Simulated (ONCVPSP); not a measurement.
# Magnesium: generating and testing an ONCV potential

Do these settings give a usable potential? It is generated, then checked for transferability, scattering, ghosts and hardness.

Method: ONCVPSP 4.0.1.1 (patched build), PBEsol, scalar-relativistic.

## Step 1: Starting point

The settings as typed:

```
element                 : magnesium (Mg, Z = 12)
type                    : optimised norm-conserving Vanderbilt (ONCV)
frozen core             : [Ne]
valence charge          : 2
reference configuration : 3s2
partial waves           : 3s: rc 2.85 bohr, ncon 4, nbas 8, qcut 1.8 1/bohr, 3 projectors, debl 2.7 Ha; p scattering state at 0.34 Ha: rc 2.70 bohr, ncon 5, nbas 8, qcut 3.3 1/bohr, 2 projectors, debl 1.9 Ha; d scattering state at 0.03 Ha: rc 2.80 bohr, ncon 4, nbas 7, qcut 3.3 1/bohr, 2 projectors, debl 0.4 Ha
local potential         : polynomial inside 1.75 bohr (lpopt 5, dvloc0 4 Ha)
core correction         : not asked for
```

An earlier all-electron run gives the scale for the radii.

All-electron outer shells of the reference configuration (PBEsol, scalar-relativistic, ld1.x):

```tsv
shell	level (eV)	outermost node (bohr)	outermost maximum (bohr)
2p	-46.55	–	0.48
3s	-4.68	0.90	2.56
3p	-1.30	0.96	3.50
```

## Step 2: The generation run

Mg.dat reads:

```
# ATOM AND REFERENCE CONFIGURATION
# atsym  z   nc   nv     iexc    psfile
  Mg 12.00    3    1  -116133      upf
#
#   n    l    f
    1    0    2.00
    2    0    2.00
    2    1    6.00
    3    0    2.00
#
# PSEUDOPOTENTIAL AND OPTIMIZATION
# lmax
    2
#
#   l,   rc,      ep,       ncon, nbas, qcut
    0    2.85    0.00    4    8    1.80
    1    2.70    0.34    5    8    3.30
    2    2.80    0.03    4    7    3.30
#
# LOCAL POTENTIAL
# lloc, lpopt,  rc(5),   dvloc0
    4    5    1.75    4.00
#
# VANDERBILT-KLEINMAN-BYLANDER PROJECTORs
# l, nproj, debl
    0    3    2.70
    1    2    1.90
    2    2    0.40
#
# MODEL CORE CHARGE
# icmod, fcfact, rcfact
    0    0.00    0.00
#
# LOG DERIVATIVE ANALYSIS
# epsh1, epsh2, depsh
   -2.00    5.00    0.02
#
# OUTPUT GRID
# rlmax, drl
    6.00    0.01
#
# TEST CONFIGURATIONS
# ncnf
    4
# nvcnf
#   n    l    f
    1
    3    0    1.00
#
    1
    3    0    1.50
#
    2
    3    0    1.00
    3    1    1.00
#
    2
    3    0    0.00
    3    1    2.00
#
```

The run is started by

```console
$ oncvpsp.x < Mg.dat > Mg.out
```

**Question.** What will these runs give? Wanted: cutoffs for 1 and 0.1 mHa per electron, occupied waves; bound ghosts; GHOST(+) flags; largest test error; largest phase difference near zero energy, channels read; projector energies reset by the program.

As calculated:

| quantity | value |
| --- | --- |
| cutoffs for 1 and 0.1 mHa per electron, occupied waves | 4.9 Ha and 19 Ha |
| bound ghosts | p at -196.09 eV |
| GHOST(+) flags | s at 677 eV (1 near or above the test basis's cutoff) |
| largest test error (AE − PS) | -8.4 meV, for 3s1 (1 test unsolved) |
| largest phase difference near zero energy, channels read | 0.004 rad |
| projector energies reset by the program | p: 0.050, 1.950 Ha |

What this shows: A bound ghost (p) makes it unfit for use: electrons can fall into a state that the atom doesn't have. By total energies transferability is good where solved: the largest error is 8.4 meV on 7.9 eV, for 3s1. Atomic tests can pass in spite of a ghost, since they solve only for the levels asked. Of the tests 1 gave no usable energy difference, which is a warning in itself. By its cutoff, 4.9 Ha for the looser tolerance, it is soft on the atom at that tolerance. The tighter tolerance needs 19 Ha, and converged work needs a cutoff nearer that. Near zero energy the phases of the channels with partial waves agree within 0.004 rad. The program also flags highly localised states, GHOST(+) (s). These are tests on the free atom; a crystal test is still owed.
